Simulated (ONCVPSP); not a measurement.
# An ONCV potential for lanthanum, from input to tests

Aim: build the potential from the settings below, then test how well it stands in for the atom: other configurations, scattering, ghost states and the plane-wave cutoff that it needs.

Method: ONCVPSP 4.0.1, PBE, scalar-relativistic.

4 further runs of the same task are left out: 4 that didn't finish.

## Step 1: Settings

The settings as typed:

| Quantity | Value |
| --- | --- |
| element | lanthanum (La, Z = 57) |
| type | optimised norm-conserving Vanderbilt (ONCV) |
| frozen core | [Kr] 4d10 |
| valence charge | 11 |
| reference configuration | 5s2 5p6 5d1 6s2 |
| partial waves | 5s+6s: rc 2.80 bohr, ncon 5, nbas 9, qcut 5.8 1/bohr, 2 projectors; 5p: rc 1.98 bohr, ncon 4, nbas 7, qcut 3.9 1/bohr, 2 projectors, debl 3.9 Ha; 5d: rc 4.08 bohr, ncon 5, nbas 9, qcut 4.5 1/bohr, 1 projector; f scattering state at 0.44 Ha: rc 4.18 bohr, ncon 4, nbas 7, qcut 3.1 1/bohr, 1 projector |
| local potential | polynomial inside 1.32 bohr (lpopt 5, dvloc0 0 Ha) |
| core correction | Teter function, fcfact 5.5, rcfact 1 |

The outer shells as boxes (Hund's rule for the drawing; the calculation is spin-unpolarised):

```
[Kr] core
4d [↑↓][↑↓][↑↓][↑↓][↑↓]
5s [↑↓]
5p [↑↓][↑↓][↑↓]
5d [↑ ][  ][  ][  ][  ]
6s [↑↓]
```

An earlier all-electron run gives the scale for the radii.

All-electron outer shells of the reference configuration (PBE, scalar-relativistic, ld1.x):

```json
{"shell": "5s", "level (eV)": "-38.92", "outermost node (bohr)": "0.77", "outermost maximum (bohr)": "1.41"}
{"shell": "5p", "level (eV)": "-22.40", "outermost node (bohr)": "0.83", "outermost maximum (bohr)": "1.58"}
{"shell": "4f", "level (eV)": "-4.35", "outermost node (bohr)": "–", "outermost maximum (bohr)": "0.75"}
{"shell": "6s", "level (eV)": "-3.68", "outermost node (bohr)": "1.86", "outermost maximum (bohr)": "3.84"}
{"shell": "5d", "level (eV)": "-3.09", "outermost node (bohr)": "0.95", "outermost maximum (bohr)": "2.21"}
{"shell": "6p", "level (eV)": "-1.35", "outermost node (bohr)": "2.21", "outermost maximum (bohr)": "4.93"}
```

## Step 2: Generation

File La.dat:

```
# ATOM AND REFERENCE CONFIGURATION
# atsym  z   nc   nv     iexc    psfile
  La 57.00    9    4        4      upf
#
#   n    l    f
    1    0    2.00
    2    0    2.00
    2    1    6.00
    3    0    2.00
    3    1    6.00
    3    2   10.00
    4    0    2.00
    4    1    6.00
    4    2   10.00
    5    0    2.00
    5    1    6.00
    5    2    1.00
    6    0    2.00
#
# PSEUDOPOTENTIAL AND OPTIMIZATION
# lmax
    3
#
#   l,   rc,      ep,       ncon, nbas, qcut
    0    2.80    0.00    5    9    5.80
    1    1.98    0.00    4    7    3.90
    2    4.08    0.00    5    9    4.50
    3    4.18    0.44    4    7    3.10
#
# LOCAL POTENTIAL
# lloc, lpopt,  rc(5),   dvloc0
    4    5    1.32    0.00
#
# VANDERBILT-KLEINMAN-BYLANDER PROJECTORs
# l, nproj, debl
    0    2    2.40
    1    2    3.90
    2    1    2.20
    3    1    0.90
#
# MODEL CORE CHARGE
# icmod, fcfact, rcfact
    3    5.50    1.00
#
# LOG DERIVATIVE ANALYSIS
# epsh1, epsh2, depsh
   -3.00    5.00    0.02
#
# OUTPUT GRID
# rlmax, drl
    6.00    0.01
#
# TEST CONFIGURATIONS
# ncnf
    4
# nvcnf
#   n    l    f
    4
    5    0    2.00
    5    1    6.00
    5    2    1.00
    6    0    1.00
#
    4
    5    0    2.00
    5    1    6.00
    5    2    1.00
    6    0    0.00
#
    4
    5    0    2.00
    5    1    6.00
    5    2    0.00
    6    0    0.00
#
    4
    5    0    2.00
    5    1    5.00
    5    2    1.00
    6    0    2.00
#
```

On the command line:

```console
$ oncvpsp.x < La.dat > La.out
```

Before running it: what results should come out? Wanted: cutoffs for 1 and 0.1 mHa per electron, occupied waves; bound ghosts; GHOST(+) flags; largest test error; largest phase difference near zero energy, channels read; rms error of d²Exc/dn², without and with the model core; projector energies reset by the program.

**Answer**, as computed:

| quantity | value |
| --- | --- |
| cutoffs for 1 and 0.1 mHa per electron, occupied waves | 28 Ha and 37 Ha |
| bound ghosts | s at -52.58 eV |
| GHOST(+) flags | p at 138 eV |
| largest test error (AE − PS) | -22 meV, for 5s2 5p5 5d1 6s2 |
| largest phase difference near zero energy, channels read | 0.948 rad |
| rms error of d²Exc/dn², without and with the model core | 2.30 and 1.13 mHa |
| projector energies reset by the program | f: -0.160 Ha |

What this shows: It has a bound ghost (s), a state that the atom doesn't have, and that rules the file out. By total energies transferability is good: the largest error is 22 meV on 27.0 eV, for 5s2 5p5 5d1 6s2. Atomic tests can pass in spite of a ghost, since they solve only for the levels asked. The potential is of middling hardness: the looser tolerance needs 28 Ha. At the looser tolerance the 5p wave is the slowest; 5s needs 10 Ha. Of the channels read, f scatters worst near zero energy, by up to 0.95 rad. The pseudo curves have a pole with no partner nearby in the atom's: s at -1.93 Ha. The program also flags highly localised states, GHOST(+) (p).
